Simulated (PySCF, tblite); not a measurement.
**C3H8OSeSi: geometry, infrared bands and NMR shifts**

What infrared bands and NMR shifts should C3H8OSeSi (`C=C[SiH2][Se@](C)=O`) show?

Programs: tblite 0.8.0 and PySCF 2.14.0, with density-fitted response routines of our own. Each step states its level of theory. These are calculated values for one molecule in the gas phase, unless marked as measured. Atoms count from 0, in the outputs and in this text.

**1. The starting structure**

14 atoms, charge 0, multiplicity 1; geometry from: force field or distance geometry start.

Bonds of the start (Å): C0–C1 1.35, C1–Si2 1.83, Si2–Se3 2.29, Se3–C4 1.96, Se3–O5 1.64, C0–H6 1.08, C0–H7 1.09, C1–H8 1.09, Si2–H9 1.48, Si2–H10 1.47, C4–H11 1.12, C4–H12 1.11, C4–H13 1.11.

**2. Geometry optimisation with GFN2-xTB**

The job: settings as JSON, then the geometry in Å.

```
{"job": {"kind": "relax", "xc": "GFN2-xTB", "basis": "xTB"}, "charge": 0, "multiplicity": 1}
C      2.202300    -0.610700     0.985700
C      1.391500    -0.873300    -0.056800
Si     0.494800     0.463300    -0.922800
Se    -0.900000     1.545500     0.533800
C     -2.041400    -0.034600     0.733700
O     -1.823600     2.105700    -0.701700
H      2.719400    -1.409400     1.487000
H      2.335500     0.415000     1.343100
H      1.278000    -1.905600    -0.381300
H     -0.310300    -0.117400    -2.015200
H      1.445200     1.428000    -1.482700
H     -2.337500    -0.436200    -0.265300
H     -2.961000     0.248300     1.296700
H     -1.493600    -0.818900     1.289400
```

Run with:

```sh
$ OMP_NUM_THREADS=1 python probes_run.py task.json out
```

One launch serves the whole session: the jobs run in the order shown.

**Question.** This job is followed by: GFN2-xTB harmonic vibrations, gas phase; GIAO PBE0/pcSseg-1 NMR shielding, non-relativistic, gas phase. Predict these results of the whole session: strongest single infrared mode (GFN2-xTB); zero-point energy (GFN2-xTB); 13C shifts against TMS (PBE0/pcSseg-1); 1H shifts against TMS (PBE0/pcSseg-1, means over atoms taken as alike); 29Si shifts against TMS (PBE0/pcSseg-1); 77Se shifts against Me2Se (PBE0/pcSseg-1); 17O shifts against H2O (PBE0/pcSseg-1).

As calculated:

```
                                                              quantity                                   value
                             strongest single infrared mode (GFN2-xTB)                    612 cm⁻¹, 228 km/mol
                                          zero-point energy (GFN2-xTB)                           60.3 kcal/mol
                                13C shifts against TMS (PBE0/pcSseg-1)                  146.1, 139.3, 36.7 ppm
1H shifts against TMS (PBE0/pcSseg-1, means over atoms taken as alike)  6.49, 6.44, 5.88, 4.99, 4.78, 2.54 ppm
                               29Si shifts against TMS (PBE0/pcSseg-1)                               -26.7 ppm
                             77Se shifts against Me2Se (PBE0/pcSseg-1)                                 694 ppm
                                17O shifts against H2O (PBE0/pcSseg-1)                               -17.0 ppm
```

**Reading.** Relaxing lowered the energy by 0.460 eV in 166 steps; the close pair that moved most is Si2–Se3, from 2.289 to 2.355 Å. No mode is imaginary among the 36: a minimum at this level. The strongest single mode, at 612 cm⁻¹, moves mainly H10 and H9. Unscaled tight-binding wavenumbers are off by several per cent, some by more. Its intensities can rank the bands wrongly. C0 (terminal =CH2 carbon) lies farthest downfield among carbon, at 146.1 ppm; as expected for a trigonal carbon in a double bond. The most deshielded hydrogen is H8 (hydrogen on an alkene CH), at 6.49 ppm: a vinylic proton, deshielded by the sp2 carbon and the C=C anisotropy. At PBE0/pcSseg-1: The widest tensor belongs to Se3: span 1148 ppm, with a paramagnetic part of -1933 ppm. Spin-orbit coupling is left out, which matters for shieldings and couplings at and beside the heavy atoms.
